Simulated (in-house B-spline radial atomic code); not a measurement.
# Ce⁹⁺: binding energies from hole states

How much more does a second hole in Ce⁹⁺ cost because of the first?

Program: in-house B-spline radial atomic code version 1. Level of theory: Dirac-Hartree-Fock, average of configuration, Fermi nucleus, basis-set limit. These are calculated values, not measurements, unless marked.

### 1 Starting point

```
element       : cerium (Z = 58)
charge        : +9
electrons     : 49
configuration : [Kr] 4d10 5s2 5p1
Hamiltonian   : Dirac-Coulomb
nucleus       : Fermi, rms radius 4.877 fm
```

The outer shells:

[Kr] 4d10 5s2 5p1
```
[Kr] core
4d [↑↓][↑↓][↑↓][↑↓][↑↓]
5s [↑↓]
5p [↑ ][  ][  ]
```

The boxes draw the filling by Hund's rule, which heavy ions in jj coupling don't follow; these runs average over all states of the configuration.

Settings, as recorded:

```ini
Z = 58
electrons = 49.0
configuration = [Kr] 4d10 5s2 5p1
hamiltonian = dirac
method = hf
spin_polarised = False
nucleus = fermi
rms_radius = 4.8771
mass_number = 140
atomic_mass = 139.905448433
speed_of_light = 137.035999084
```

This reference run was done before. Its total energy is -8841.404205 hartree, and its levels are (the highest eight at most):

```csv
orbital,occupation,energy (eV),<r> (bohr)
4s1/2,2,-447.85,0.6325
4p1/2,2,-383.71,0.6517
4p3/2,4,-363.84,0.6760
4d3/2,4,-256.80,0.7218
4d5/2,6,-253.23,0.7306
5s1/2,2,-157.90,1.368
5p1/2,0.333333,-140.26,1.455
5p3/2,0.666667,-136.06,1.499
```

Single holes known from earlier runs (ΔSCF): 2p3/2 5885.72 eV, 3s 1593.81 eV, 3p1/2 1428.49 eV, 3p3/2 1338.99 eV, 3d3/2 1053.41 eV, 3d5/2 1034.61 eV, 4p1/2 380.81 eV, 4d5/2 250.86 eV, 5s 157.63 eV, 5p 137.26 eV.

### 2 The 3p3/2 and 5p holes

In configurations, a minus sign after the shell means j = l − 1/2 and a plus sign j = l + 1/2; the count of electrons follows.

Settings, as recorded:

```ini
Z = 58
electrons = 47.0
configuration = 1s2 2s2 2p6 3s2 3p-2 3p+3 3d10 4s2 4p6 4d10 5s2
hamiltonian = dirac
method = hf
spin_polarised = False
nucleus = fermi
rms_radius = 4.8771
mass_number = 140
atomic_mass = 139.905448433
speed_of_light = 137.035999084
```

### 3 The 2p3/2 and 5s holes

Changes to the settings of step 2:

```diff
@@ -2,3 +2,3 @@
 electrons = 47.0
-configuration = 1s2 2s2 2p6 3s2 3p-2 3p+3 3d10 4s2 4p6 4d10 5s2
+configuration = 1s2 2s2 2p-2 2p+3 3s2 3p6 3d10 4s2 4p6 4d10 5s1 5p1
 hamiltonian = dirac
```

### 4 The 2p3/2 and 3d5/2 holes

Changes to the settings of step 3:

```diff
@@ -2,3 +2,3 @@
 electrons = 47.0
-configuration = 1s2 2s2 2p-2 2p+3 3s2 3p6 3d10 4s2 4p6 4d10 5s1 5p1
+configuration = 1s2 2s2 2p-2 2p+3 3s2 3p6 3d-4 3d+5 4s2 4p6 4d10 5s2 5p1
 hamiltonian = dirac
```

### 5 The 3s and 3d3/2 holes

Changes to the settings of step 4:

```diff
@@ -2,3 +2,3 @@
 electrons = 47.0
-configuration = 1s2 2s2 2p-2 2p+3 3s2 3p6 3d-4 3d+5 4s2 4p6 4d10 5s2 5p1
+configuration = 1s2 2s2 2p6 3s1 3p6 3d-3 3d+6 4s2 4p6 4d10 5s2 5p1
 hamiltonian = dirac
```

### 6 The 3p1/2 and 4d5/2 holes

Changes to the settings of step 5:

```diff
@@ -2,3 +2,3 @@
 electrons = 47.0
-configuration = 1s2 2s2 2p6 3s1 3p6 3d-3 3d+6 4s2 4p6 4d10 5s2 5p1
+configuration = 1s2 2s2 2p6 3s2 3p-1 3p+4 3d10 4s2 4p6 4d-4 4d+5 5s2 5p1
 hamiltonian = dirac
```

### 7 The 3d5/2 and 4p1/2 holes

Changes to the settings of step 6:

```diff
@@ -2,3 +2,3 @@
 electrons = 47.0
-configuration = 1s2 2s2 2p6 3s2 3p-1 3p+4 3d10 4s2 4p6 4d-4 4d+5 5s2 5p1
+configuration = 1s2 2s2 2p6 3s2 3p6 3d-4 3d+5 4s2 4p-1 4p+4 4d10 5s2 5p1
 hamiltonian = dirac
```

What does each hole state cost in eV, and how does that compare with the orbital energies or single holes?

The runs gave:

| two holes | ΔSCF (eV) | less the two single holes (eV) |
| --- | --- | --- |
| 3p3/2 and 5p | 1496.40 | 20.15 |
| 2p3/2 and 5s | 6065.22 | 21.88 |
| 2p3/2 and 3d5/2 | 7002.30 | 81.97 |
| 3s and 3d3/2 | 2709.63 | 62.41 |
| 3p1/2 and 4d5/2 | 1713.58 | 34.22 |
| 3d5/2 and 4p1/2 | 1452.34 | 36.92 |

**Reading.** Two holes cost more than the sum of each, because the second electron leaves a more charged ion. The excess runs from 20.2 eV (3p3/2 and 5p) to 82.0 eV (2p3/2 and 3d5/2); it tends to be largest where both holes are compact. Two partly filled shells share a symmetry and can mix in the average, which may lower the energy, in these hole states: 2p3/2 and 5s; 2p3/2 and 3d5/2; 3p1/2 and 4d5/2; 3d5/2 and 4p1/2; 2p3/2; 3p1/2; 3p3/2; 4p1/2. Values are for the free ion, measured from the vacuum level.
